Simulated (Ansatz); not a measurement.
# CH₅GaO: basis-set convergence

An exercise on one series of results from a longer session: the logs are not shown, and one member is left open.

Program: Ansatz 0.2.0, Gaussian basis. Level of theory: one geometry, several basis sets. These are calculated values, not measurements.

The runs, in order: PBE0-D4/def2-SVP; ωB97M-V/def2-SVP; PBE0-D4/def2-QZVPP; the functionals' def2-TZVPP values are taken from earlier runs.

1 further run of the same task is left out (it didn't finish).

## Structure used throughout

An earlier PBE0-D4 in a triple-zeta def2 set relaxation fixed the geometry.

SMILES `C[O][GaH2]`, 8 atoms, charge 0, spin multiplicity 1.

Atoms are counted from 1 here; the program's logs count them from 0.

Bond lengths: C1–O2 1.402 Å, C1–H4 1.096 Å, C1–H5 1.099 Å, C1–H6 1.096 Å, O2–Ga3 1.782 Å, Ga3–H7 1.565 Å, Ga3–H8 1.555 Å. Angles: O2–C1–H4 110.0°, O2–C1–H5 113.2°, O2–C1–H6 110.0°, H4–C1–H5 107.9°, H4–C1–H6 107.8°, H5–C1–H6 107.8°, C1–O2–Ga3 123.8°, O2–Ga3–H7 115.8°, O2–Ga3–H8 113.9°, H7–Ga3–H8 130.3°.

Set-up of the first run:

File in.yaml:

```yaml
crystal:
  periodic: [false, false, false]
  atoms:
    - {symbol: C, position_ang: [-0.616819, 0.972605, -0.422929]}
    - {symbol: O, position_ang: [-0.705312, -0.273480, 0.213474]}
    - {symbol: Ga, position_ang: [0.703199, -1.302017, 0.579339]}
    - {symbol: H, position_ang: [-1.200233, 0.961968, -1.350575]}
    - {symbol: H, position_ang: [0.414198, 1.256192, -0.676621]}
    - {symbol: H, position_ang: [-1.030618, 1.754232, 0.224267]}
    - {symbol: H, position_ang: [2.093907, -0.732803, 0.142916]}
    - {symbol: H, position_ang: [0.341689, -2.636697, 1.290139]}
basis:
  gaussian: {orbitals: def2-SVP}
hamiltonian: {xc: pbe0, dispersion: d4}
output: {orbitals: {seedname: orbitals}}
```

Steps of the session up to this table: PBE0-D4 in def2-SVP; ωB97M-V in def2-SVP; PBE0-D4 in def2-QZVPP.

One table of the session follows, with a row left open; its other results are not shown here.

It belongs to the step «Functionals by basis». 

| functional | basis | HOMO (eV) |
| --- | --- | --- |
| PBE0-D4 | def2-SVP | -7.77 |
| PBE0-D4 | def2-TZVPP | -7.85 |
| PBE0-D4 | def2-QZVPP | -7.88 |
| ωB97M-V | def2-SVP | -10.14 |
| ωB97M-V | def2-TZVPP | ? |

**Question.** Estimate the row for ωB97M-V, def2-TZVPP.

The run gave: HOMO (eV): -10.25. In the column «HOMO (eV)» it is the lowest.
